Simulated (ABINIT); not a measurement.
AlIn:

```
CELL_PARAMETERS angstrom
3.05413 0.00000 0.00000
-1.52707 2.64496 0.00000
0.00000 0.00000 5.82802
ATOMIC_POSITIONS crystal
Al 0.00000 0.00000 0.00000
In 0.00000 0.00000 0.50000
```

The cell was built by a generator and needn't be a form met in nature.

- Program: ABINIT 10.8.3 (patched build)
- Task: single point
- Functional: PBE
- Potentials or basis: JTH PAW PBE v2.0
- Cutoff: 599 eV
- k mesh: 10 × 10 × 5
- Occupations: fermi-dirac, width 0.05 eV
- Spin: no spin polarisation

On this cell: pressure -0.2 GPa; largest force under 0.003 eV/Å; band gap on the k mesh none (metal or under the smearing width).

The same run follows on a disturbed copy (atoms moved at random, drawn with an rms of 0.05 Å):

```xyz
2
Lattice="3.0541 0.0000 0.0000 -1.5271 2.6450 0.0000 0.0000 0.0000 5.8280" Properties=species:S:1:pos:R:3 pbc="T T T"
Al   -0.0023    0.0495    0.0291
In    0.0348    0.0049    2.9541
```

**Question.** What changes?

**Answer.** The energy (extrapolated to zero smearing) moves by +0.3 meV/atom; pressure -0.2 GPa; largest force 0.035 eV/Å; band gap on the k mesh none (metal or under the smearing width).

Forces on the atoms (eV/Å):
```
Al   0.002  0.002  0.034
In  -0.002 -0.002 -0.034
```

Stress tensor (GPa, compression positive):
```
 0.23  0.00 -0.01
 0.00  0.19  0.01
-0.01  0.01 -0.91
```
